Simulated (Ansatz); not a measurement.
# Sn(OH)4 (SnH₄O₄): the relaxed shape and its frontier levels

Aim: characterise Sn(OH)4 (SnH₄O₄) as a singlet: its structure, frontier levels and distribution of charge.

Program: Ansatz 0.2.0, Gaussian basis. Level of theory: RKS PBE0-D4/def2-TZVP. These are calculated values, not measurements.

The runs, in order: relaxation at r2SCAN-D4/def2-SVP; a search for the lowest solution at PBE0-D4/def2-SVP; a single point at PBE0-D4/def2-TZVP; harmonic vibrations at r2SCAN-D4/def2-SVP.

2 further runs of the same task are left out: 2 set aside as unsound or not needed. Runs told in other sessions of the task aren't counted.

## Step 1: The system as given

9 atoms, charge 0, spin multiplicity 1.

Atoms are counted from 1 here; the program's logs count them from 0.

Bond lengths: Sn1–O2 1.888 Å, Sn1–O4 1.888 Å, Sn1–O6 1.888 Å, Sn1–O8 1.888 Å, O2–H3 0.958 Å, O4–H5 0.958 Å, O6–H7 0.959 Å, O8–H9 0.958 Å. Angles: O2–Sn1–O4 107.2°, O2–Sn1–O6 107.2°, O2–Sn1–O8 114.2°, O4–Sn1–O6 114.1°, O4–Sn1–O8 107.2°, O6–Sn1–O8 107.2°, Sn1–O2–H3 114.7°, Sn1–O4–H5 114.7°, Sn1–O6–H7 114.7°, Sn1–O8–H9 114.7°.

Geometry (Å):

```csv
atom,x (Å),y (Å),z (Å)
Sn1,-0.00016,-0.00006,0.00179
O2,-0.02425,0.06278,1.88816
H3,-0.82337,0.43258,2.26650
O4,1.80982,-0.05371,-0.53176
H5,2.40860,0.43365,0.03571
O6,-0.94229,1.51352,-0.61810
H7,-1.30650,1.42495,-1.50033
O8,-0.84294,-1.52178,-0.73158
H9,-0.27891,-2.29194,-0.81038
```

Sn takes a core potential in the def2 sets. No spin-orbit coupling is included.

The start is a GFN2-xTB geometry.

## Step 2: Relaxation at r2SCAN-D4/def2-SVP

File in.yaml:

```yaml
crystal:
  periodic: [false, false, false]
  atoms:
    - {symbol: Sn, position_ang: [-0.000160, -0.000060, 0.001790]}
    - {symbol: O, position_ang: [-0.024250, 0.062780, 1.888160]}
    - {symbol: H, position_ang: [-0.823370, 0.432580, 2.266500]}
    - {symbol: O, position_ang: [1.809820, -0.053710, -0.531760]}
    - {symbol: H, position_ang: [2.408600, 0.433650, 0.035710]}
    - {symbol: O, position_ang: [-0.942290, 1.513520, -0.618100]}
    - {symbol: H, position_ang: [-1.306500, 1.424950, -1.500330]}
    - {symbol: O, position_ang: [-0.842940, -1.521780, -0.731580]}
    - {symbol: H, position_ang: [-0.278910, -2.291940, -0.810380]}
basis:
  gaussian: {orbitals: def2-SVP}
hamiltonian: {xc: r2scan, dispersion: d4}
scf: {omitted_lower_state_checks: [starts]}
output: {orbitals: {seedname: orbitals}}
relax: {f_tol: 0.02, max_steps: 100}
```

Started as:

```console
$ ansatz run in.yaml --threads 4 --pin off --events-out ev --progress --plain --max-ram 3916MiB
```

Further steps of the session: Searching for the lowest solution, PBE0-D4/def2-SVP; Single point, PBE0-D4/def2-TZVP; Harmonic vibrations.

Q: Predict the results of all the runs planned. Wanted: commonest bond, hydrogen aside; HOMO, LUMO at PBE0-D4/def2-TZVP; dipole at r2SCAN-D4/def2-SVP; lowest, highest wavenumber.

As calculated:

| quantity | value |
| --- | --- |
| commonest bond, hydrogen aside | O–Sn, 4 of mean length 1.974 Å |
| HOMO, LUMO at PBE0-D4/def2-TZVP | -9.16, -1.93 eV |
| dipole at r2SCAN-D4/def2-SVP | 0.01 D |
| lowest, highest wavenumber | 103, 3820 cm⁻¹ |

What this shows: The molecule keeps its bonding pattern by the stored test; the atoms moved 0.11 Å (rms). All wavenumbers are real: a minimum at this level. The HOMO lies nearest to O2, O4, O8 about 23 % each; O6 18 % and the LUMO to Sn1 29 %; 4 O atoms about 12 % each.
